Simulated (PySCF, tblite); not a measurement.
# C₅H₁₆N₂Si₂: infrared bands, NMR shifts and electronic excitations in gas and solvents, part 2 of 2

tblite 0.8.0 and PySCF 2.14.0. Atoms count from 0.

## 6. TDDFT and polarisability: PBE0/def2-SVPD

The job: settings as JSON, then the geometry in Å.

```
{"job": {"kind": "uv", "xc": "PBE0", "basis": "def2-SVPD", "ip": true}, "charge": 0, "multiplicity": 1}
C     -1.820855    -1.757389     1.139940
C     -1.772945    -0.275216     0.785618
C     -2.443799     0.058876    -0.561834
Si    -1.884982     1.790899    -1.067072
N     -0.302983     1.777154    -0.329431
Si    -0.014161     0.456648     0.768295
N      1.259459    -0.580234     0.205131
C      2.141141    -1.289878     1.091627
C      1.332704    -0.995177    -1.170942
H     -1.267474    -2.358603     0.399641
H     -2.855882    -2.137217     1.166945
H     -1.369212    -1.957553     2.125363
H     -2.298998     0.293925     1.577106
H     -2.091819    -0.643420    -1.339665
H     -3.540722    -0.051245    -0.518659
H     -2.785118     2.863690    -0.528013
H     -1.817837     1.990046    -2.550856
H      0.393956     2.492804    -0.503549
H      0.418747     0.852759     2.145323
H      3.197322    -1.194890     0.770858
H      1.915191    -2.374479     1.144168
H      2.068230    -0.887136     2.113350
H      1.017527    -2.048322    -1.320560
H      0.691580    -0.356153    -1.796879
H      2.364881    -0.907313    -1.561941
```

Method: TDDFT PBE0/def2-SVPD, vertical, gas phase, core orbitals frozen in the response.

The log of the run:

```text
coarse grid: 20728 points
cycle   1  E = -887.5430096696  dE =  6.877e-01  |g| = 5.862e-01  |ddm| = 7.649e+00
cycle   2  E = -887.4703575655  dE =  7.265e-02  |g| = 8.016e-01  |ddm| = 1.989e+00
cycle   3  E = -887.6270912655  dE = -1.567e-01  |g| = 7.492e-02  |ddm| = 1.155e+00
cycle   4  E = -887.6281759720  dE = -1.085e-03  |g| = 3.652e-02  |ddm| = 1.890e-01
cycle   5  E = -887.6284987477  dE = -3.228e-04  |g| = 7.824e-03  |ddm| = 7.112e-02
cycle   6  E = -887.6285123614  dE = -1.361e-05  |g| = 2.925e-03  |ddm| = 2.244e-02
cycle   7  E = -887.6285143767  dE = -2.015e-06  |g| = 4.436e-04  |ddm| = 5.807e-03
final grid: 187832 points
cycle   8  E = -887.7365820132  dE = -6.261e-05  |g| = 9.882e-03  |ddm| = 2.089e-01
cycle   9  E = -887.7365636918  dE =  1.832e-05  |g| = 1.321e-02  |ddm| = 3.513e-02
cycle  10  E = -887.7366065146  dE = -4.282e-05  |g| = 1.120e-03  |ddm| = 1.811e-02
cycle  11  E = -887.7366067967  dE = -2.821e-07  |g| = 2.711e-04  |ddm| = 2.164e-03
cycle  12  E = -887.7366068128  dE = -1.609e-08  |g| = 9.317e-05  |ddm| = 7.880e-04
cycle  13  E = -887.7366068148  dE = -2.070e-09  |g| = 3.380e-05  |ddm| = 2.641e-04
cycle  14  E = -887.7366068151  dE = -2.708e-10  |g| = 5.038e-06  |ddm| = 6.643e-05
converged SCF energy = -887.7366068151

Static polarisability (au): isotropic 125.756, principal 113.430 120.875 142.964

Singlet excitations
state   eV       nm        f      main configurations
  1   5.5547    223.2   0.00570   H->L 0.73, H->L+1 0.22
  2   5.7137    217.0   0.03052   H->L+1 0.66, H->L 0.24
  3   6.1828    200.5   0.00833   H->L+2 0.82, H->L+1 0.10
  4   6.4296    192.8   0.00238   H-1->L 0.74, H->L+3 0.15, H-1->L+1 0.08
  5   6.4778    191.4   0.01633   H->L+3 0.62, H->L+4 0.23, H-1->L 0.10
  6   6.5207    190.1   0.03042   H->L+4 0.57, H->L+3 0.18, H->L+5 0.14
  7   6.6807    185.6   0.00271   H->L+6 0.53, H->L+5 0.32
  8   6.8630    180.7   0.01375   H-1->L+1 0.72, H-1->L+2 0.14, H-1->L 0.09
  9   6.9018    179.6   0.00450   H->L+5 0.38, H->L+6 0.33, H->L+7 0.14
 10   6.9981    177.2   0.00715   H->L+7 0.75

Triplet excitations (Tamm-Dancoff, eV): 5.4653 5.5316 6.0802 6.1270
Vertical ionisation energy (delta-SCF) = 7.8247 eV
```

Wall time 4.1 min (1 thread of Arm Neoverse V2, shared host); peak memory 1.4 GiB.

The orbitals next to the gap, with their largest atomic shares:

```
orbital     eV                         atoms
 HOMO−3  -8.50    C2 28 %, Si3 16 %, C1 13 %
 HOMO−2  -7.99    C1 22 %, Si5 16 %, C2 12 %
 HOMO−1  -7.35    N4 53 %, Si3 13 %, H15 8 %
   HOMO  -6.14       N6 50 %, C7 9 %, C8 8 %
   LUMO   0.44  Si3 23 %, Si5 15 %, H17 13 %
 LUMO+1   0.53      Si3 12 %, C0 9 %, C2 6 %
 LUMO+2   0.98    Si3 21 %, C7 10 %, H15 7 %
```

With each of the 10 states as a Gaussian band of 0.4 eV half-width at 1/e, the curve within the window shown has maxima at 215 nm (ε 1,600), 189 nm (ε 2,700) L/(mol cm). Beyond the last state computed it falls off for lack of states. The curve at chosen wavelengths:

```
 nm  ε (L/mol/cm)
170           453
173           811
176          1252
180          1874
183          2285
186          2573
189          2682
192          2594
196          2248
199          1938
202          1686
205          1542
208          1505
212          1547
215          1573
218          1545
221          1445
224          1280
228          1001
231           783
234           584
237           416
240           284
244           161
247           101
250            62
```

Ground-state properties from the same run:

| property | computed |
| --- | --- |
| dipole moment (D) | 0.76 |
| polarisability (Å³) | 18.64 |
| HOMO–LUMO gap (eV) | 6.58 |
| −ε(HOMO) (eV) | 6.14 |

## 7. Nuclear shieldings: KT3/pcSseg-1

Same as in step 6 but for these lines:

```diff
@@ -1,2 +1,2 @@
-{"job": {"kind": "uv", "xc": "PBE0", "basis": "def2-SVPD", "ip": true}, "charge": 0, "multiplicity": 1}
+{"job": {"kind": "nmr", "xc": "KT3", "basis": "pcSseg-1", "pop": false}, "charge": 0, "multiplicity": 1}
 C     -1.820855    -1.757389     1.139940
```

Method: GIAO KT3/pcSseg-1 NMR shielding, non-relativistic, gas phase.

The log of the run:

```text
coarse grid: 20728 points
cycle   1  E = -897.9574668857  dE =  5.928e-01  |g| = 8.041e-01  |ddm| = 4.470e+00
cycle   2  E = -897.5828686568  dE =  3.746e-01  |g| = 1.443e+00  |ddm| = 2.662e+00
cycle   3  E = -898.1211479801  dE = -5.383e-01  |g| = 1.492e-01  |ddm| = 2.000e+00
cycle   4  E = -898.1260933950  dE = -4.945e-03  |g| = 6.715e-02  |ddm| = 2.322e-01
cycle   5  E = -898.1271125729  dE = -1.019e-03  |g| = 1.744e-02  |ddm| = 7.998e-02
cycle   6  E = -898.1271790876  dE = -6.651e-05  |g| = 7.769e-03  |ddm| = 2.745e-02
cycle   7  E = -898.1271937110  dE = -1.462e-05  |g| = 1.133e-03  |ddm| = 8.271e-03
cycle   8  E = -898.1271939906  dE = -2.796e-07  |g| = 4.305e-04  |ddm| = 1.679e-03
final grid: 187832 points
cycle   9  E = -898.1420754643  dE = -3.119e-04  |g| = 1.650e-02  |ddm| = 5.654e-02
cycle  10  E = -898.1420415213  dE =  3.394e-05  |g| = 1.751e-02  |ddm| = 2.480e-02
cycle  11  E = -898.1420952046  dE = -5.368e-05  |g| = 6.298e-03  |ddm| = 2.175e-02
cycle  12  E = -898.1421039638  dE = -8.759e-06  |g| = 9.947e-04  |ddm| = 7.179e-03
cycle  13  E = -898.1421042261  dE = -2.623e-07  |g| = 1.927e-04  |ddm| = 1.355e-03
cycle  14  E = -898.1421042335  dE = -7.415e-09  |g| = 8.368e-05  |ddm| = 3.191e-04
cycle  15  E = -898.1421042355  dE = -1.947e-09  |g| = 1.702e-05  |ddm| = 1.220e-04
cycle  16  E = -898.1421042355  dE = -6.639e-11  |g| = 5.795e-06  |ddm| = 2.124e-05
converged SCF energy = -898.1421042355

GIAO shielding tensors (ppm)
atom      isotropic    diamagn.    paramagn.     s11        s22        s33       span
  0 C      162.036     246.387     -84.350    149.371    154.584    182.154     32.783
  1 C      159.925     259.407     -99.482    157.236    157.636    164.902      7.666
  2 C      165.414     253.760     -88.346    151.417    160.404    184.420     33.003
  3 Si     392.754     882.601    -489.847    356.738    375.618    445.906     89.169
  4 N      232.500     326.949     -94.450    197.551    232.808    267.140     69.588
  5 Si     377.355     886.770    -509.415    352.417    379.378    400.270     47.853
  6 N      220.851     332.078    -111.226    198.128    213.270    251.155     53.027
  7 C      142.769     242.809    -100.041    116.508    129.704    182.094     65.587
  8 C      145.003     247.710    -102.707    118.244    137.256    179.508     61.263
  9 H       30.614      32.526      -1.911     26.578     30.415     34.850      8.271
 10 H       30.045      28.863       1.182     25.713     27.632     36.790     11.078
 11 H       30.026      30.714      -0.688     25.770     27.904     36.405     10.635
 12 H       30.659      34.034      -3.375     26.422     29.271     36.283      9.860
 13 H       30.634      34.014      -3.380     27.804     28.714     35.384      7.580
 14 H       30.282      30.024       0.259     25.938     27.385     37.523     11.585
 15 H       26.591      28.415      -1.823     23.020     23.799     32.955      9.935
 16 H       26.394      28.780      -2.386     23.118     24.002     32.063      8.944
 17 H       31.090      33.421      -2.331     23.092     27.265     42.913     19.821
 18 H       26.620      32.730      -6.110     23.031     25.029     31.799      8.767
 19 H       28.912      28.009       0.904     24.007     26.315     36.415     12.408
 20 H       28.829      29.004      -0.175     23.508     27.492     35.486     11.978
 21 H       28.328      30.184      -1.857     24.317     26.739     33.927      9.611
 22 H       28.989      31.343      -2.354     24.100     27.626     35.241     11.141
 23 H       28.205      33.714      -5.509     23.364     29.504     31.745      8.380
 24 H       29.151      30.060      -0.909     24.822     26.233     36.397     11.575
```

It took 77 s on 1 thread of Arm Neoverse V2, shared host; peak memory 1.1 GiB.

Key values: δ C7 38.4, C1 22.4, C0 20.3, C2 16.9, H16 4.93, H15 4.73 ppm (means over like atoms).

## 8. NMR shieldings: PBE0/pcSseg-1 in dichloromethane

Same as in step 7 but for these lines:

```diff
@@ -1,2 +1,2 @@
-{"job": {"kind": "nmr", "xc": "KT3", "basis": "pcSseg-1", "pop": false}, "charge": 0, "multiplicity": 1}
+{"job": {"kind": "nmr", "xc": "PBE0", "basis": "pcSseg-1", "solvent": "dichloromethane", "pop": true}, "charge": 0, "multiplicity": 1}
 C     -1.820855    -1.757389     1.139940
```

With the program's defaults for keys left out, this is: GIAO PBE0/pcSseg-1 NMR shielding, non-relativistic, IEF-PCM dichloromethane.

The log of the run:

```text
coarse grid: 20728 points
cycle   1  E = -887.9257738433  dE =  7.542e-01  |g| = 6.014e-01  |ddm| = 4.406e+00
cycle   2  E = -887.8662609334  dE =  5.951e-02  |g| = 7.889e-01  |ddm| = 1.277e+00
cycle   3  E = -888.0111903302  dE = -1.449e-01  |g| = 7.042e-02  |ddm| = 7.908e-01
cycle   4  E = -888.0119924569  dE = -8.021e-04  |g| = 3.544e-02  |ddm| = 8.667e-02
cycle   5  E = -888.0122792671  dE = -2.868e-04  |g| = 7.155e-03  |ddm| = 3.409e-02
cycle   6  E = -888.0122892153  dE = -9.948e-06  |g| = 2.751e-03  |ddm| = 8.516e-03
final grid: 187832 points
cycle   7  E = -888.0605491000  dE = -4.430e-05  |g| = 1.034e-02  |ddm| = 3.410e-02
cycle   8  E = -888.0605303377  dE =  1.876e-05  |g| = 1.369e-02  |ddm| = 2.272e-02
cycle   9  E = -888.0605758161  dE = -4.548e-05  |g| = 8.697e-04  |ddm| = 1.273e-02
cycle  10  E = -888.0605759505  dE = -1.344e-07  |g| = 3.054e-04  |ddm| = 8.127e-04
cycle  11  E = -888.0605759689  dE = -1.844e-08  |g| = 7.206e-05  |ddm| = 2.942e-04
cycle  12  E = -888.0605759700  dE = -1.054e-09  |g| = 3.029e-05  |ddm| = 9.991e-05
cycle  13  E = -888.0605759702  dE = -2.324e-10  |g| = 3.830e-06  |ddm| = 2.986e-05
converged SCF energy = -888.0605759702

GIAO shielding tensors (ppm)
atom      isotropic    diamagn.    paramagn.     s11        s22        s33       span
  0 C      165.838     246.525     -80.687    153.356    158.881    185.277     31.920
  1 C      164.576     258.342     -93.766    161.919    162.519    169.290      7.371
  2 C      168.912     254.027     -85.115    154.140    164.797    187.799     33.658
  3 Si     376.097     879.899    -503.801    337.327    360.068    430.898     93.571
  4 N      237.331     327.543     -90.212    200.610    238.626    272.757     72.147
  5 Si     357.272     883.506    -526.234    330.158    359.647    382.011     51.853
  6 N      233.297     331.275     -97.978    208.186    225.597    266.109     57.922
  7 C      145.545     242.243     -96.698    120.358    131.657    184.619     64.261
  8 C      147.971     247.115     -99.144    122.198    139.627    182.089     59.891
  9 H       30.525      31.780      -1.255     26.183     30.242     35.150      8.966
 10 H       30.004      29.183       0.821     25.293     27.514     37.204     11.910
 11 H       30.008      30.357      -0.349     25.482     27.735     36.807     11.326
 12 H       30.675      33.857      -3.182     26.176     29.148     36.702     10.526
 13 H       30.524      33.253      -2.730     27.379     28.532     35.659      8.280
 14 H       30.244      30.189       0.056     25.526     27.233     37.974     12.448
 15 H       26.595      28.402      -1.807     22.958     23.760     33.067     10.109
 16 H       26.349      28.484      -2.135     23.032     23.862     32.154      9.122
 17 H       30.585      32.464      -1.879     22.182     26.322     43.250     21.068
 18 H       26.601      32.399      -5.798     22.950     25.005     31.848      8.897
 19 H       28.865      27.957       0.908     23.802     26.100     36.695     12.893
 20 H       28.808      28.662       0.146     23.418     27.283     35.722     12.304
 21 H       28.281      29.554      -1.274     23.953     26.715     34.174     10.221
 22 H       28.956      30.944      -1.989     24.088     27.344     35.436     11.348
 23 H       28.244      32.658      -4.413     23.119     29.694     31.919      8.799
 24 H       29.089      30.001      -0.912     24.617     25.971     36.679     12.062
```

Wall time 66 s (1 thread of Arm Neoverse V2, shared host); peak memory 1.4 GiB.

In short: δ C7 38.6, C1 20.7, C0 19.5, C2 16.4, H16 4.89, H15 4.65 ppm (means over like atoms).

## 9. NMR shieldings: PBE0/pcSseg-1 in tetrahydrofuran

Same as in step 8 but for these lines:

```diff
@@ -1,2 +1,2 @@
-{"job": {"kind": "nmr", "xc": "PBE0", "basis": "pcSseg-1", "solvent": "dichloromethane", "pop": true}, "charge": 0, "multiplicity": 1}
+{"job": {"kind": "nmr", "xc": "PBE0", "basis": "pcSseg-1", "solvent": "tetrahydrofuran", "pop": false}, "charge": 0, "multiplicity": 1}
 C     -1.820855    -1.757389     1.139940
```

Method: GIAO PBE0/pcSseg-1 NMR shielding, non-relativistic, IEF-PCM tetrahydrofuran.

The log of the run:

```text
coarse grid: 20728 points
cycle   1  E = -887.9255523913  dE =  7.544e-01  |g| = 6.017e-01  |ddm| = 4.406e+00
cycle   2  E = -887.8656909869  dE =  5.986e-02  |g| = 7.899e-01  |ddm| = 1.279e+00
cycle   3  E = -888.0110568624  dE = -1.454e-01  |g| = 7.050e-02  |ddm| = 7.932e-01
cycle   4  E = -888.0118625021  dE = -8.056e-04  |g| = 3.543e-02  |ddm| = 8.692e-02
cycle   5  E = -888.0121490603  dE = -2.866e-04  |g| = 7.189e-03  |ddm| = 3.414e-02
cycle   6  E = -888.0121591332  dE = -1.007e-05  |g| = 2.750e-03  |ddm| = 8.567e-03
cycle   7  E = -888.0121607634  dE = -1.630e-06  |g| = 3.658e-04  |ddm| = 2.241e-03
final grid: 187832 points
cycle   8  E = -888.0604219745  dE = -4.578e-05  |g| = 1.003e-02  |ddm| = 3.404e-02
cycle   9  E = -888.0604067119  dE =  1.526e-05  |g| = 1.297e-02  |ddm| = 2.048e-02
cycle  10  E = -888.0604466058  dE = -3.989e-05  |g| = 1.037e-03  |ddm| = 1.147e-02
cycle  11  E = -888.0604468150  dE = -2.092e-07  |g| = 3.003e-04  |ddm| = 9.784e-04
cycle  12  E = -888.0604468337  dE = -1.874e-08  |g| = 7.621e-05  |ddm| = 3.074e-04
cycle  13  E = -888.0604468349  dE = -1.119e-09  |g| = 3.293e-05  |ddm| = 9.414e-05
cycle  14  E = -888.0604468351  dE = -2.378e-10  |g| = 4.392e-06  |ddm| = 2.866e-05
converged SCF energy = -888.0604468351

GIAO shielding tensors (ppm)
atom      isotropic    diamagn.    paramagn.     s11        s22        s33       span
  0 C      165.808     246.512     -80.703    153.325    158.859    185.241     31.917
  1 C      164.573     258.345     -93.771    161.916    162.514    169.290      7.375
  2 C      168.896     254.026     -85.130    154.145    164.764    187.777     33.632
  3 Si     376.109     879.899    -503.790    337.369    360.055    430.903     93.534
  4 N      237.311     327.531     -90.220    200.572    238.579    272.780     72.208
  5 Si     357.271     883.504    -526.234    330.207    359.614    381.991     51.784
  6 N      233.259     331.275     -98.015    208.162    225.562    266.054     57.891
  7 C      145.527     242.234     -96.707    120.339    131.645    184.596     64.257
  8 C      147.954     247.107     -99.153    122.180    139.612    182.070     59.890
  9 H       30.527      31.779      -1.252     26.187     30.244     35.151      8.964
 10 H       30.003      29.182       0.821     25.294     27.513     37.202     11.908
 11 H       30.010      30.358      -0.348     25.485     27.737     36.808     11.323
 12 H       30.677      33.859      -3.182     26.178     29.149     36.703     10.525
 13 H       30.530      33.259      -2.730     27.387     28.540     35.663      8.276
 14 H       30.246      30.192       0.054     25.530     27.235     37.974     12.445
 15 H       26.591      28.394      -1.803     22.954     23.755     33.063     10.109
 16 H       26.347      28.480      -2.133     23.030     23.859     32.151      9.121
 17 H       30.601      32.478      -1.876     22.201     26.345     43.257     21.056
 18 H       26.598      32.391      -5.793     22.947     25.001     31.846      8.899
 19 H       28.867      27.958       0.909     23.804     26.101     36.695     12.891
 20 H       28.810      28.664       0.146     23.420     27.286     35.723     12.303
 21 H       28.282      29.557      -1.274     23.956     26.717     34.174     10.219
 22 H       28.959      30.947      -1.988     24.091     27.349     35.438     11.347
 23 H       28.245      32.658      -4.413     23.122     29.696     31.918      8.796
 24 H       29.090      30.001      -0.911     24.618     25.972     36.679     12.060
```

It took 64 s on 1 thread of Arm Neoverse V2, shared host; peak memory 1.4 GiB.

In short: δ C7 38.5, C1 20.7, C0 19.5, C2 16.4, H16 4.90, H15 4.65 ppm (means over like atoms).

## 10. Run by run: NMR shifts

Shifts (ppm) of some atoms, chosen among heavy atoms and hydrogens apart, with basis size and wall time:

| run | C1 | H15 | H17 | Si5 | Si3 | N6 | N4 | functions | time |
| --- | --- | --- | --- | --- | --- | --- | --- | --- | --- |
| PBE0/pcSseg-1 | 20.0 | 4.77 | 0.22 | -5.2 | -24.2 | 33.1 | 28.8 | 247 | 64 s |
| KT3/pcSseg-1 | 22.4 | 4.73 | 0.23 | -11.8 | -27.2 | 41.2 | 29.5 | 247 | 77 s |
| PBE0/pcSseg-1 in dichloromethane | 20.7 | 4.65 | 0.66 | -5.5 | -24.3 | 34.9 | 30.8 | 247 | 66 s |
| PBE0/pcSseg-1 in tetrahydrofuran | 20.7 | 4.65 | 0.64 | -5.4 | -24.3 | 34.8 | 30.8 | 247 | 64 s |

The continuum's effect on the ground state:

```
        solvent     ε  polarisation energy (Eh)  μ (D)
tetrahydrofuran  7.43                   -0.0032   1.09
dichloromethane  8.93                   -0.0033   1.10
```

## 11. Outcome

What follows sums up all 2 parts.

| quantity | value |
| --- | --- |
| strongest single infrared mode (GFN2-xTB) | 2188 cm⁻¹, 459 km/mol |
| zero-point energy (GFN2-xTB) | 128.4 kcal/mol |
| point group | C1 |
| rotational constants (main isotopes) | 1.68, 0.88, 0.72 GHz |
| 13C shifts against TMS (PBE0/pcSseg-1, means over atoms taken as alike) | 38.1, 20.0, 19.3, 15.9 ppm |
| 1H shifts against TMS (PBE0/pcSseg-1, means over atoms taken as alike) | 4.99, 4.77, 4.74, 2.52, 1.07, 0.96, 0.63, 0.54, 0.22 ppm |
| 29Si shifts against TMS (PBE0/pcSseg-1) | -5.2, -24.2 ppm |
| 15N shifts against NH3 (PBE0/pcSseg-1) | 33.1, 28.8 ppm |
| lowest singlet (PBE0/def2-SVPD) | 5.55 eV (223 nm), f = 0.006 |
| brightest single state of those computed | state 2, 5.71 eV, f = 0.031 |
| lowest triplet | 5.47 eV |
| vertical ionisation energy (ΔSCF) | 7.82 eV |
| range of the shift of N4 (PBE0/pcSseg-1 runs) | 28.8 to 30.8 ppm |

What this shows: The optimisation took 135 steps and gained 0.641 eV; among the close pairs (by a distance rule), N6–C7 changed most, from 1.479 to 1.438 Å (GFN2-xTB). All 69 modes are real, so the xTB geometry is a minimum. The strongest single mode, at 2188 cm⁻¹, moves mainly H15. GFN2-xTB is a fitted tight-binding method: band positions and strengths are rough. Its intensities can rank the bands wrongly. The optimisation took 8 steps and gained 0.295 eV; among the close pairs (by a distance rule), C7–H19 changed most, from 1.053 to 1.108 Å (PBE0/def2-SVP). No frequency check was run at this level, so the end point may be a saddle. C7, C8 (mean) (methyl carbon bonded to N) lies farthest downfield among carbon, at 38.1 ppm; deshielded by the electronegative neighbour. At PBE0/pcSseg-1: The largest span, 92 ppm, is at Si3, where the paramagnetic term is -504 ppm. The lowest singlet, at 5.55 eV, is HOMO→LUMO 0.73, HOMO→LUMO+1 0.22 and is weak; of the 10 states computed, the strongest absorption comes from state 2 at 5.71 eV. The lowest triplet lies 0.09 eV below the lowest singlet (triplets in Tamm-Dancoff, singlets in full TDDFT). The orbital energy would give 6.14 eV for ionisation, ΔSCF gives 7.82 eV. At one level, PBE0/pcSseg-1: Across the 3 runs the shift of N4 moves most, between 28.8 (PBE0/pcSseg-1) and 30.8 ppm (PBE0/pcSseg-1 in dichloromethane). Most of that comes from the computed reference, not from the atom's own shielding. The continuum holds electrostatics alone: no hydrogen bonds to the solvent, and the gas-phase geometry is kept.
